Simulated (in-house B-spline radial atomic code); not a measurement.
**In²⁺: a fraction of an electron removed from 4d**

How does the B97-1 energy of In²⁺ change when part of an electron is removed from 4d?

Method: scalar-relativistic (spin-free one-electron X2C) B97-1, spin-polarised, spherical fractional occupations, Fermi nucleus, basis-set limit. Code: in-house B-spline radial atomic code version 1.

## (1) The atom as given

```
element       : indium (Z = 49)
charge        : +2
electrons     : 47
configuration : [Kr] 4d10 5s1
Hamiltonian   : scalar-relativistic (X2C)
nucleus       : Fermi, rms radius 4.616 fm
```

Outer shells as boxes (Hund's rule):

[Kr] 4d10 5s1
```
[Kr] core
4d [↑↓][↑↓][↑↓][↑↓][↑↓]
5s [↑ ]
```

Where spins are not typed, each open shell is filled with up spins first.

## (2) The start, at fraction 0

Input settings:

```ini
Z = 49
electrons = 47.0
configuration = [Kr] 4d10 5s1
hamiltonian = x2c
method = b97_1
spin_polarised = True
nucleus = fermi
rms_radius = 4.6156
mass_number = 115
atomic_mass = 114.903878772
speed_of_light = 137.035999084
```

## (3) 0.09 electron removed from 4d

Changes to the settings of step 2:

```diff
@@ -1,4 +1,4 @@
 Z = 49
-electrons = 47.0
-configuration = [Kr] 4d10 5s1
+electrons = 46.91
+configuration = [Kr] 4d9.91 5s1
 hamiltonian = x2c
```

## (4) 0.17 electron removed from 4d

Changes to the settings of step 3:

```diff
@@ -1,4 +1,4 @@
 Z = 49
-electrons = 46.91
-configuration = [Kr] 4d9.91 5s1
+electrons = 46.83
+configuration = [Kr] 4d9.83 5s1
 hamiltonian = x2c
```

## (5) 0.29 electron removed from 4d

Changes to the settings of step 4:

```diff
@@ -1,4 +1,4 @@
 Z = 49
-electrons = 46.83
-configuration = [Kr] 4d9.83 5s1
+electrons = 46.71
+configuration = [Kr] 4d9.71 5s1
 hamiltonian = x2c
```

## (6) 0.39 electron removed from 4d

Changes to the settings of step 5:

```diff
@@ -1,4 +1,4 @@
 Z = 49
-electrons = 46.71
-configuration = [Kr] 4d9.71 5s1
+electrons = 46.61
+configuration = [Kr] 4d9.61 5s1
 hamiltonian = x2c
```

## (7) 0.5 electron removed from 4d

Changes to the settings of step 6:

```diff
@@ -1,4 +1,4 @@
 Z = 49
-electrons = 46.61
-configuration = [Kr] 4d9.61 5s1
+electrons = 46.5
+configuration = [Kr] 4d9.5 5s1
 hamiltonian = x2c
```

## (8) 0.63 electron removed from 4d

Changes to the settings of step 7:

```diff
@@ -1,4 +1,4 @@
 Z = 49
-electrons = 46.5
-configuration = [Kr] 4d9.5 5s1
+electrons = 46.37
+configuration = [Kr] 4d9.37 5s1
 hamiltonian = x2c
```

## (9) 0.76 electron removed from 4d

Changes to the settings of step 8:

```diff
@@ -1,4 +1,4 @@
 Z = 49
-electrons = 46.37
-configuration = [Kr] 4d9.37 5s1
+electrons = 46.24
+configuration = [Kr] 4d9.24 5s1
 hamiltonian = x2c
```

## (10) 0.98 electron removed from 4d

Changes to the settings of step 9:

```diff
@@ -1,4 +1,4 @@
 Z = 49
-electrons = 46.24
-configuration = [Kr] 4d9.24 5s1
+electrons = 46.019999999999996
+configuration = [Kr] 4d9.02 5s1
 hamiltonian = x2c
```

## (11) 1 electron removed from 4d

Changes to the settings of step 10:

```diff
@@ -1,4 +1,4 @@
 Z = 49
-electrons = 46.019999999999996
-configuration = [Kr] 4d9.02 5s1
+electrons = 46.0
+configuration = [Kr] 4d9 5s1
 hamiltonian = x2c
```

Q: How does the energy change with the fraction, and which way and how far does it bend from the straight line between the ends?

**Answer**, as computed:

| fraction | energy change (eV) | less the straight line (eV) | level 4d down (eV) | sum of <r²> (bohr²) |
| --- | --- | --- | --- | --- |
| 0 | 0.0000 | 0.0000 | -38.388 | 32.236 |
| 0.09 | 3.5137 | -0.6117 | -39.697 | 31.852 |
| 0.17 | 6.7363 | -1.0562 | -40.869 | 31.518 |
| 0.29 | 11.7468 | -1.5463 | -42.643 | 31.030 |
| 0.39 | 16.0856 | -1.7914 | -44.134 | 30.635 |
| 0.5 | 21.0312 | -1.8879 | -45.789 | 30.211 |
| 0.63 | 27.1118 | -1.7663 | -47.763 | 29.724 |
| 0.76 | 33.4504 | -1.3867 | -49.756 | 29.251 |
| 0.98 | 44.7717 | -0.1498 | -53.173 | 28.481 |
| 1 | 45.8383 | 0.0000 | -53.487 | 28.413 |

**Reading.** From fraction 0 to 1 the energy changes by 45.838 eV. It sags under the straight line by up to 1.89 eV (at 0.5). Slater's transition state, the slope from the orbital energy at fraction 0.5 (Janak's theorem), gives 45.789 eV for the whole step. Here exact exchange is taken at spherical fractional occupations, which leaves self-interaction in open p, d and f shells; that spoils the energies somewhat, at whole numbers too.
